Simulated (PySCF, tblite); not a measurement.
# C5H7BOSi: geometry, infrared bands and NMR shifts

Wanted: the infrared bands and NMR shifts of C5H7BOSi (`C#CCC1=CBO[SiH2]1`), by calculation.

The runs use tblite 0.8.0 and PySCF 2.14.0, with density-fitted response routines of our own; the level of theory stands in each step. All values are computed, except where a source is named. Atoms are numbered from 0 throughout.

### 1 The starting structure

15 atoms, charge 0, multiplicity 1; geometry from: force field or distance geometry start.

Bonds of the start (Å): C0–C1 1.21, C1–C2 1.46, C2–C3 1.51, C3–C4 1.31, C4–B5 1.57, B5–O6 1.47, O6–Si7 1.73, Si7–C3 1.82, C0–H8 1.06, C2–H9 1.11, C2–H10 1.11, C4–H11 1.09, B5–H12 1.17, Si7–H13 1.46, Si7–H14 1.47.

### 2 Optimising the geometry with GFN2-xTB

The job: settings as JSON, then the geometry in Å.

```
{"job": {"kind": "relax", "xc": "GFN2-xTB", "basis": "xTB"}, "charge": 0, "multiplicity": 1}
C      3.084100     0.777800     0.725200
C      2.207700     0.015600     0.375100
C      1.172200    -0.928700    -0.027000
C     -0.162000    -0.215900    -0.109200
C     -0.493900     0.683700    -0.996000
B     -1.987200     1.140800    -0.840000
O     -2.714400     0.588800     0.312300
Si    -1.611900    -0.589600     0.930100
H      3.837700     1.453400     1.026700
H      1.110100    -1.756400     0.709500
H      1.414800    -1.350900    -1.026200
H      0.164500     1.011000    -1.797300
H     -2.578000     1.479600    -1.792900
H     -1.329100    -0.358400     2.345800
H     -2.118900    -1.943000     0.660100
```

The run is started by

```
$ OMP_NUM_THREADS=1 python probes_run.py task.json out
```

One launch serves the whole session: the jobs run in the order shown.

**Question.** This job is followed by: GFN2-xTB harmonic vibrations, gas phase; GIAO PBE0/pcSseg-1 NMR shielding, non-relativistic, gas phase. Predict these results of the whole session: strongest single infrared mode (GFN2-xTB); zero-point energy (GFN2-xTB); ¹³C shifts against TMS (PBE0/pcSseg-1); ¹H shifts against TMS (PBE0/pcSseg-1, means over atoms taken as alike); ¹¹B shifts against BF3·OEt2 (PBE0/pcSseg-1); ¹⁷O shifts against H2O (PBE0/pcSseg-1); ²⁹Si shifts against TMS (PBE0/pcSseg-1); surface potential, 1st and 99th percentile.

The runs gave:

| quantity | value |
| --- | --- |
| strongest single infrared mode (GFN2-xTB) | 2292 cm⁻¹, 311 km/mol |
| zero-point energy (GFN2-xTB) | 63.5 kcal/mol |
| ¹³C shifts against TMS (PBE0/pcSseg-1) | 181.2, 156.6, 86.2, 78.4, 29.2 ppm |
| ¹H shifts against TMS (PBE0/pcSseg-1, means over atoms taken as alike) | 7.22, 5.38, 5.36, 3.48, 1.60 ppm |
| ¹¹B shifts against BF3·OEt2 (PBE0/pcSseg-1) | 44.9 ppm |
| ¹⁷O shifts against H2O (PBE0/pcSseg-1) | 179.3 ppm |
| ²⁹Si shifts against TMS (PBE0/pcSseg-1) | -6.1 ppm |
| surface potential, 1st and 99th percentile | -1.27 V and 1.54 V |

Relaxing lowered the energy by 0.716 eV in 130 steps; the close pair that moved most is B5–O6, from 1.470 to 1.354 Å. All 39 modes are real, so the xTB geometry is a minimum. GFN2-xTB is a fitted tight-binding method: band positions and strengths are rough. Its intensities can rank the bands wrongly. H11 (hydrogen on an alkene CH) lies farthest downfield among hydrogen, at 7.22 ppm; attached to an sp2 carbon and in the plane of the double bond. At PBE0/pcSseg-1: Shielding is most anisotropic at O6 (span 376 ppm, paramagnetic term -239 ppm). At PBE0/pcSseg-1, counted by nearest atom on the grid, the HOMO lies on C0, C1, C4 about 21 % each; C3 18 %, the LUMO on C3 28 %; B5 24 %.
